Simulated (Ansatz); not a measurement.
# C₃H₈BF: up Jacob's ladder to CCSD(T)

An exercise on one series of results from a longer session: the logs are not shown, and one member is left open.

Program: Ansatz 0.2.0, Gaussian basis. Level of theory: functionals in def2-TZVPP, the program's frozen cores in correlated methods. These are calculated values, not measurements.

Levels to be run: LDA (SPW92), PBE-D4, revPBE-D4, BLYP-D4, r2SCAN-D4, B97M-V, PBE0-D4, B3LYP-D4, r2SCANh-D4, r2SCAN0-D4, HSE06-D4, BHLYP-D4, CAM-B3LYP-D4, LC-ωPBE, ωB97X-V, ωB97M-V, B2PLYP, PBE-QIDH; CCSD(T)/def2-SVP; CCSD(T)/def2-TZVPP; MP2/def2-QZVPP; extrapolation to the limit; RPA on PBE.

## The geometry

All runs share one geometry, relaxed beforehand with PBE0-D4 in a triple-zeta def2 set.

SMILES `BCC(C)F`, 13 atoms, charge 0, spin multiplicity 1.

Atoms are counted from 1 here; the program's logs count them from 0.

Bond lengths: B1–C2 1.550 Å, B1–H6 1.196 Å, B1–H7 1.199 Å, C2–C3 1.509 Å, C2–H8 1.097 Å, C2–H9 1.106 Å, C3–C4 1.508 Å, C3–F5 1.397 Å, C3–H10 1.096 Å, C4–H11 1.091 Å, C4–H12 1.093 Å, C4–H13 1.093 Å. Angles: C2–B1–H6 120.0°, C2–B1–H7 121.4°, H6–B1–H7 118.5°, B1–C2–C3 117.4°, B1–C2–H8 112.4°, B1–C2–H9 102.2°, C3–C2–H8 110.7°, C3–C2–H9 108.9°, H8–C2–H9 104.0°, C2–C3–C4 113.3°, C2–C3–F5 109.1°, C2–C3–H10 109.8°, C4–C3–F5 108.1°, C4–C3–H10 110.2°, F5–C3–H10 106.0°, C3–C4–H11 110.6°, C3–C4–H12 110.2°, C3–C4–H13 110.4° and more.

Coordinates:

```xyz
13

B    -1.4356    1.1298    0.2504
C    -0.1828    0.4639    0.8735
C     0.8881   -0.0205   -0.0726
C     0.4776   -1.2338   -0.8688
F     2.0317   -0.3488    0.6601
H    -2.4037    1.3290    0.9245
H    -1.4420    1.5081   -0.8876
H    -0.4422   -0.3173    1.5979
H     0.2311    1.2798    1.4954
H     1.1835    0.7916   -0.7469
H     1.2985   -1.5745   -1.5014
H    -0.3744   -0.9934   -1.5098
H     0.1907   -2.0486   -0.1997
```

Set-up of the first run:

The input, in.yaml:

```yaml
crystal:
  periodic: [false, false, false]
  atoms:
    - {symbol: B, position_ang: [-1.435596, 1.129782, 0.250433]}
    - {symbol: C, position_ang: [-0.182785, 0.463875, 0.873459]}
    - {symbol: C, position_ang: [0.888075, -0.020512, -0.072640]}
    - {symbol: C, position_ang: [0.477560, -1.233768, -0.868847]}
    - {symbol: F, position_ang: [2.031655, -0.348824, 0.660089]}
    - {symbol: H, position_ang: [-2.403715, 1.329019, 0.924528]}
    - {symbol: H, position_ang: [-1.442044, 1.508129, -0.887615]}
    - {symbol: H, position_ang: [-0.442225, -0.317343, 1.597873]}
    - {symbol: H, position_ang: [0.231146, 1.279814, 1.495435]}
    - {symbol: H, position_ang: [1.183460, 0.791574, -0.746931]}
    - {symbol: H, position_ang: [1.298497, -1.574536, -1.501380]}
    - {symbol: H, position_ang: [-0.374359, -0.993365, -1.509846]}
    - {symbol: H, position_ang: [0.190732, -2.048644, -0.199656]}
basis:
  gaussian: {orbitals: def2-TZVPP}
hamiltonian: {xc: lda}
output: {orbitals: {seedname: orbitals}}
```

Launch:

```console
> ansatz run in.yaml --threads 4 --pin off --events-out ev --progress --plain --max-ram 10444MiB
```

Among the steps run: LDA; PBE-D4 (GGA); revPBE-D4 (GGA); BLYP-D4 (GGA); r2SCAN-D4 (meta-GGA); B97M-V (meta-GGA); PBE0-D4 (hybrid); B3LYP-D4 (hybrid); r2SCANh-D4 (hybrid); r2SCAN0-D4 (hybrid); HSE06-D4 (hybrid); BHLYP-D4 (hybrid); CAM-B3LYP-D4 (range-separated); LC-ωPBE (range-separated); ωB97X-V (range-separated); ωB97M-V (range-separated); B2PLYP (double hybrid); PBE-QIDH (double hybrid).

One table of the session follows, with a row left open; its other results are not shown here.

It belongs to the step «Orbital energies across the functionals». 

```
  functional  HOMO (eV)  LUMO (eV)  gap (eV)
 LDA (SPW92)      -7.52      -2.87      4.66
      PBE-D4      -7.41      -2.56      4.85
   revPBE-D4      -7.36      -2.43      4.93
     BLYP-D4      -7.36      -2.42      4.94
   r2SCAN-D4      -7.75      -2.14      5.61
      B97M-V      -7.91      -2.27      5.64
     PBE0-D4          ?          ?         ?
    B3LYP-D4      -8.77      -1.77      7.00
  r2SCANh-D4      -8.33      -1.79      6.53
  r2SCAN0-D4      -9.18      -1.28      7.89
    HSE06-D4      -8.56      -1.91      6.64
    BHLYP-D4     -10.44      -0.50      9.95
CAM-B3LYP-D4     -10.45      -0.45     10.00
     LC-ωPBE     -11.76       0.80     12.56
     ωB97X-V     -11.43       0.67     12.11
     ωB97M-V     -11.32       0.39     11.71
```

Estimate the missing values for PBE0-D4.

**Answer.** HOMO (eV): -8.96; LUMO (eV): -1.53; gap (eV): 7.44. In the column «HOMO (eV)» it lies between r2SCAN0-D4 (-9.18) and B3LYP-D4 (-8.77).
